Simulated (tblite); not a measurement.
# C5H12FNSi2: the cost of one run

Computed with tblite 0.8.0 and PySCF 2.14.0, with density-fitted response routines of our own, on a single molecule in the gas phase. Atoms are numbered from 0 throughout.

### Step 1. Starting geometry

21 atoms, charge 0, multiplicity 1; geometry from: force field or distance geometry start.

Bonds of the start (Å): C0–C1 1.19, C1–Si2 1.89, Si2–F3 1.59, Si2–C4 1.90, C4–Si5 1.87, C4–C6 1.54, C6–N7 1.46, N7–C8 1.46, C0–H9 1.07, Si2–H10 1.49, C4–H11 1.09, Si5–H12 1.49, Si5–H13 1.49, Si5–H14 1.48, C6–H15 1.08, C6–H16 1.10, N7–H17 1.01, C8–H18 1.09, C8–H19 1.09, C8–H20 1.11.

### Step 2. Relaxing the molecule with GFN2-xTB

Job settings and geometry (Å):

```
{"job": {"kind": "relax", "xc": "GFN2-xTB", "basis": "xTB"}, "charge": 0, "multiplicity": 1}
C      1.536100     3.640600    -0.311100
C      1.748200     2.469100    -0.274800
Si     2.116200     0.614100    -0.188000
F      3.356400     0.426800     0.787400
C      0.625100    -0.329900     0.515700
Si     1.234500    -2.096600     0.398300
C     -0.681300    -0.024300    -0.242500
N     -1.814100    -0.638800     0.451800
C     -3.061000    -0.400200    -0.268100
H      1.331300     4.690400    -0.343700
H      2.464900     0.142500    -1.554200
H      0.517200    -0.047600     1.564300
H      0.264500    -3.031900     1.030600
H      2.520400    -2.289400     1.131400
H      1.428300    -2.493100    -1.014300
H     -0.633900    -0.389600    -1.262300
H     -0.848100     1.059900    -0.280900
H     -1.904300    -0.271300     1.392400
H     -3.034100    -0.820300    -1.271000
H     -3.888300    -0.873600     0.270200
H     -3.286700     0.680200    -0.334700
```

Command:

```
OMP_NUM_THREADS=1 python probes_run.py task.json out
```

The driver reads the jobs from task.json and runs them one after another.

Q: Estimate the wall time of this first job on 1 thread of Arm Neoverse N1, shared host.

About 2.3 s.
